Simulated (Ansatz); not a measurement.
# HfSn2Te6: the cost of one run

Method: DFT PBE, scalar-relativistic, plane waves, PAW, unless a step names another level, in Ansatz 0.2.0.

1 further run of the same task is left out (set aside as unsound or not needed).

## Step 1: The starting structure

It takes space group P-3m1 (No. 164, trigonal). The conventional cell has a = 4.091 Å, b = 4.091 Å, c = 21.407 Å, α = 90.00°, β = 90.00°, γ = 120.00°. Around Hf (site symmetry -3m) lie 6 Te at 2.92 Å. Around Sn (site symmetry 3m) lie 6 Te at 2.97 Å. Around Te (site symmetry 3m) lie 3 Sn at 2.97 Å. Around Te (site symmetry 3m) lie 3 Hf at 2.92 Å.

As a file:

```
Hf Sn Te
1.0
     4.09102    0.00000    0.00000
    -2.04551    3.54292    0.00000
     0.00000    0.00000   21.40682
Hf Sn Te
1 2 6
Direct
  0.00000 0.00000 0.00000
  0.00000 0.00000 0.66264
  0.00000 0.00000 0.33736
  0.33333 0.66667 0.74672
  0.33333 0.66667 0.08040
  0.33333 0.66667 0.42179
  0.66667 0.33333 0.91960
  0.66667 0.33333 0.25328
  0.66667 0.33333 0.57821
```

It is the end of an earlier relaxation with the same method, from a generated guess; it needn't be the stable form of this composition. At a tolerance of 0.05 Å it has space group P-3m1 (No. 164); it has 34.47 Å³/atom, an uncorrected energy of -0.33 eV/atom over the elements.

## Step 2: Electronic structure at the relaxed geometry

input.yaml reads:

```yaml
crystal:
  lattice:
    - [4.0910172516, 0.0, 0.0]
    - [-2.0455086258, 3.5429248672, 0.0]
    - [0.0, 0.0, 21.4068218974]
  atoms:
    - { symbol: Hf, position: [0.0, 0.0, 0.0] }
    - { symbol: Sn, position: [0.0, 0.0, 0.6626398502] }
    - { symbol: Sn, position: [0.0, 0.0, 0.3373601498] }
    - { symbol: Te, position: [0.3333333333, 0.6666666667, 0.7467168057] }
    - { symbol: Te, position: [0.3333333333, 0.6666666667, 0.0804006999] }
    - { symbol: Te, position: [0.3333333333, 0.6666666667, 0.4217868961] }
    - { symbol: Te, position: [0.6666666667, 0.3333333333, 0.9195993001] }
    - { symbol: Te, position: [0.6666666667, 0.3333333333, 0.2532831943] }
    - { symbol: Te, position: [0.6666666667, 0.3333333333, 0.5782131039] }
basis:
  ecutwfc: 420
kpoints:
  mp_grid: { grid: [12, 12, 2] }
  band_path:
    path:
      - [[0.0, 0.0, 0.0], [0.5, 0.0, 0.0], [0.33333333, 0.33333333, 0.0], [0.0, 0.0, 0.0], [0.0, 0.0, 0.5], [0.5, 0.0, 0.5], [0.33333333, 0.33333333, 0.5], [0.0, 0.0, 0.5]]
      - [[0.5, 0.0, 0.5], [0.5, 0.0, 0.0]]
      - [[0.33333333, 0.33333333, 0.5], [0.33333333, 0.33333333, 0.0]]
    npoints: 14
hamiltonian:
  xc: pbe
scf:
  occupations: { method: gaussian, width: 0.1 }
  n_extra_bands: 22
output:
  forces: true
  stress: true
  eigenvalues: true
  populations: true
  dos: { projected: true, de: 0.02, nscf_kmesh: { grid: [15, 15, 3] } }
  bader: true
  write_density: true
  write_potential: true
  elf: true
  volumetric_format: npy
```

Run with:

```sh
$ ansatz run input.yaml --threads 1 --pin off --max-ram 2560MiB --backend cpu --events-out ev --progress --plain --runs-dir out
```

**Question.** How long does this run take on 1 thread of Intel Xeon Platinum 8259CL at 2.50GHz (Skylake/Cascade Lake), shared host, and how much memory does it need?

About 6.4 min, with a peak of 2.2 GiB.
